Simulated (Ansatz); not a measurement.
**CH5Cl2GaO: a ladder of functionals and wavefunction methods**

The task here is to estimate one member of a computed series from the others.

Computed with Ansatz 0.2.0, Gaussian basis. Level: functionals in def2-TZVPP, the program's frozen cores in correlated methods.

Plan: LDA (SPW92), PBE-D4, revPBE-D4, BLYP-D4, r2SCAN-D4, B97M-V, PBE0-D4, B3LYP-D4, r2SCANh-D4, r2SCAN0-D4, HSE06-D4, BHLYP-D4, CAM-B3LYP-D4, LC-ωPBE, ωB97X-V, ωB97M-V, B2PLYP, PBE-QIDH; CCSD(T)/def2-SVP; CCSD(T)/def2-TZVPP; MP2/def2-QZVPP; extrapolation to the limit; RPA on PBE.

**Structure used throughout**

The geometry comes from an earlier relaxation with PBE0-D4 in a triple-zeta def2 set; it is a stationary point, not always the lowest conformer.

SMILES `[CH3][Ga-]([OH2+])([Cl])[Cl]`, 10 atoms, charge 0, spin multiplicity 1.

Atoms are counted from 1 here; the program's logs count them from 0.

Bond lengths: C1–Ga2 1.946 Å, C1–H6 1.090 Å, C1–H7 1.090 Å, C1–H8 1.091 Å, Ga2–O3 2.119 Å, Ga2–Cl4 2.183 Å, Ga2–Cl5 2.183 Å, O3–H9 0.968 Å, O3–H10 0.968 Å. Angles: Ga2–C1–H6 110.2°, Ga2–C1–H7 110.2°, Ga2–C1–H8 109.7°, H6–C1–H7 109.4°, H6–C1–H8 108.6°, H7–C1–H8 108.6°, C1–Ga2–O3 108.3°, C1–Ga2–Cl4 121.1°, C1–Ga2–Cl5 121.1°, O3–Ga2–Cl4 92.0°, O3–Ga2–Cl5 92.0°, Cl4–Ga2–Cl5 112.3°, Ga2–O3–H9 104.1°, Ga2–O3–H10 104.1°, H9–O3–H10 106.7°.

Set-up of the first run:

in.yaml

```yaml
crystal:
  periodic: [false, false, false]
  atoms:
    - {symbol: C, position_ang: [-1.562158, -0.523423, 0.289430]}
    - {symbol: Ga, position_ang: [-0.002444, 0.261271, -0.570213]}
    - {symbol: O, position_ang: [1.653141, 0.048144, 0.735106]}
    - {symbol: Cl, position_ang: [1.037774, -0.776642, -2.184078]}
    - {symbol: Cl, position_ang: [0.258921, 2.425769, -0.672973]}
    - {symbol: H, position_ang: [-1.770260, -0.013362, 1.230550]}
    - {symbol: H, position_ang: [-1.393664, -1.583694, 0.480687]}
    - {symbol: H, position_ang: [-2.431783, -0.421011, -0.361545]}
    - {symbol: H, position_ang: [2.313446, -0.419722, 0.204687]}
    - {symbol: H, position_ang: [1.980126, 0.951370, 0.851346]}
basis:
  gaussian: {orbitals: def2-TZVPP}
hamiltonian: {xc: lda}
output: {orbitals: {seedname: orbitals}}
```

The run is started by

```bash
$ ansatz run in.yaml --threads 4 --pin off --events-out ev --progress --plain --max-ram 10444MiB
```

Steps of the session up to this table: LDA; PBE-D4 (GGA); revPBE-D4 (GGA); BLYP-D4 (GGA); r2SCAN-D4 (meta-GGA); B97M-V (meta-GGA); B3LYP-D4 (hybrid); r2SCANh-D4 (hybrid); r2SCAN0-D4 (hybrid); HSE06-D4 (hybrid); BHLYP-D4 (hybrid); CAM-B3LYP-D4 (range-separated); LC-ωPBE (range-separated); ωB97X-V (range-separated); ωB97M-V (range-separated); B2PLYP (double hybrid); PBE-QIDH (double hybrid).

One table of the session follows, with a row left open; its other results are not shown here.

It belongs to the step «Orbital energies across the functionals». 

```
  functional  HOMO (eV)  gap (eV)
 LDA (SPW92)      -7.19      5.78
      PBE-D4      -7.02      5.81
   revPBE-D4      -6.96      5.86
     BLYP-D4      -6.86      5.64
   r2SCAN-D4      -7.34      6.68
      B97M-V      -7.41      6.43
     PBE0-D4      -8.33      8.02
    B3LYP-D4      -8.07      7.40
  r2SCANh-D4      -7.82      7.45
  r2SCAN0-D4          ?         ?
    HSE06-D4      -7.93      7.25
    BHLYP-D4      -9.50      9.88
CAM-B3LYP-D4      -9.66     10.16
     LC-ωPBE     -11.05     12.92
     ωB97X-V     -10.68     12.31
     ωB97M-V     -10.52     11.78
```

Q: Estimate the row for r2SCAN0-D4 from the others.

Worked estimate for «HOMO (eV)». Against the share of exact exchange, r2SCAN-D4 (0, -7.34), r2SCANh-D4 (0.1, -7.82) give a slope of -4.80 per unit share; at 0.25 the line stands at -8.54.

**Answer.** HOMO (eV): -8.54; gap (eV): 8.59. In «HOMO (eV)» the line misses by 0.00.
